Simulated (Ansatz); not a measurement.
**C₂H₅FSSe: one species, many methods**

Aim: compute C₂H₅FSSe with functionals from several rungs and with coupled cluster. The yardstick is the atomisation energy at the CCSD(T) limit.

The runs use Ansatz 0.2.0, Gaussian basis; functionals in def2-TZVPP, the program's frozen cores in correlated methods.

The runs, in order: LDA (SPW92), PBE-D4, revPBE-D4, BLYP-D4, r2SCAN-D4, B97M-V, PBE0-D4, B3LYP-D4, r2SCANh-D4, r2SCAN0-D4, HSE06-D4, BHLYP-D4, CAM-B3LYP-D4, LC-ωPBE, ωB97X-V, ωB97M-V, B2PLYP, PBE-QIDH; CCSD(T)/def2-SVP; CCSD(T)/def2-TZVPP; MP2/def2-QZVPP; extrapolation to the limit; RPA on PBE.

**1. The geometry**

All runs share one geometry, relaxed beforehand with PBE0-D4 in a triple-zeta def2 set.

SMILES `CSC(F)[SeH]`, 10 atoms, charge 0, spin multiplicity 1.

Atoms are counted from 1 here; the program's logs count them from 0.

Bond lengths: C1–S2 1.796 Å, C1–H6 1.091 Å, C1–H7 1.090 Å, C1–H8 1.090 Å, S2–C3 1.801 Å, C3–F4 1.365 Å, C3–Se5 1.955 Å, C3–H9 1.092 Å, Se5–H10 1.473 Å. Angles: S2–C1–H6 111.1°, S2–C1–H7 111.0°, S2–C1–H8 106.3°, H6–C1–H7 110.3°, H6–C1–H8 108.8°, H7–C1–H8 109.2°, C1–S2–C3 98.4°, S2–C3–F4 107.8°, S2–C3–Se5 110.1°, S2–C3–H9 110.5°, F4–C3–Se5 111.0°, F4–C3–H9 108.6°, Se5–C3–H9 108.9°, C3–Se5–H10 95.0°.

**2. LDA**

This LDA is Slater exchange with PW92 correlation.

in.yaml

```yaml
crystal:
  periodic: [false, false, false]
  atoms:
    - {symbol: C, position_ang: [-1.640637, -0.159312, 0.128722]}
    - {symbol: S, position_ang: [-0.312345, -1.242073, 0.667325]}
    - {symbol: C, position_ang: [1.072835, -0.131140, 0.364453]}
    - {symbol: F, position_ang: [2.133440, -0.576771, 1.098753]}
    - {symbol: Se, position_ang: [1.503632, -0.100425, -1.541748]}
    - {symbol: H, position_ang: [-1.690500, 0.739283, 0.746073]}
    - {symbol: H, position_ang: [-1.524075, 0.110140, -0.921444]}
    - {symbol: H, position_ang: [-2.565091, -0.723534, 0.252967]}
    - {symbol: H, position_ang: [0.826867, 0.882542, 0.686916]}
    - {symbol: H, position_ang: [2.278775, 1.150188, -1.478917]}
basis:
  gaussian: {orbitals: def2-TZVPP}
hamiltonian: {xc: lda}
output: {orbitals: {seedname: orbitals}}
```

Started as:

```console
> ansatz run in.yaml --threads 4 --pin off --events-out ev --progress --plain --max-ram 10444MiB
```

After this run come: PBE-D4 (GGA); revPBE-D4 (GGA); BLYP-D4 (GGA); r2SCAN-D4 (meta-GGA); B97M-V (meta-GGA); B3LYP-D4 (hybrid); r2SCANh-D4 (hybrid); r2SCAN0-D4 (hybrid); HSE06-D4 (hybrid); BHLYP-D4 (hybrid); CAM-B3LYP-D4 (range-separated); LC-ωPBE (range-separated); ωB97X-V (range-separated); ωB97M-V (range-separated); B2PLYP (double hybrid); PBE-QIDH (double hybrid); CCSD(T) in def2-SVP; CCSD(T) in def2-TZVPP; MP2 in def2-QZVPP; RPA on PBE orbitals.

Before running them: what should the planned runs give, taken together? Wanted: atomisation energy, CCSD(T)/CBS; farthest beyond LDA; mean size of error, GGA; mean size of error, meta-GGA; mean size of error, hybrid; mean size of error, range-separated; mean size of error, double hybrid; gap, smallest and largest; T1 diagnostic.

As calculated:

| quantity | value |
| --- | --- |
| atomisation energy, CCSD(T)/CBS | 3408.3 kJ/mol |
| functionals within 34.1 kJ/mol (1.0 %) | revPBE-D4, BLYP-D4, r2SCAN-D4, B97M-V, PBE0-D4, B3LYP-D4, r2SCANh-D4, HSE06-D4, CAM-B3LYP-D4, ωB97X-V, ωB97M-V, PBE-QIDH |
| farthest beyond LDA | BHLYP-D4 (-140.8 kJ/mol) |
| mean size of error, GGA | 36.7 kJ/mol |
| mean size of error, meta-GGA | 8.4 kJ/mol |
| mean size of error, hybrid | 43.1 kJ/mol |
| mean size of error, range-separated | 14.2 kJ/mol |
| mean size of error, double hybrid | 43.5 kJ/mol |
| gap, smallest and largest | 4.34 eV (LDA (SPW92)), 11.48 eV (LC-ωPBE) |
| T1 diagnostic | 0.0108 |
| triples share of the correlation energy | 3.9 % |

The LDA atomisation energy is off by 588.8 kJ/mol (17 %): it overbinds. PBE-D4 misses by +99.2 kJ/mol. Double hybrids carry the basis error of their MP2 part in triple zeta, and no dispersion term here, so their miss is partly the set-up's. The rungs meta-GGA, range-separated miss on average by less than the doubt on the reference (34.1 kJ/mol), so they tie. Misses under about 34.1 kJ/mol are within the doubt on the reference itself, which lacks core-valence correlation, relativity and higher excitations, and its outer-core shells are covered unevenly. All levels share the lack of spin-orbit coupling, which lowers the free heavy atoms and so the true binding. Hartree-Fock recovers 69 % of the binding; the rest is correlation. CCSD(T) in def2-SVP is off by -233.4 kJ/mol, more than most functionals: a good method in a small basis is no reference. Orbital gaps span 4.3 to 11.5 eV; exact exchange widens them. Correlated methods include outer-core shells of Se, which these sets cover unevenly.
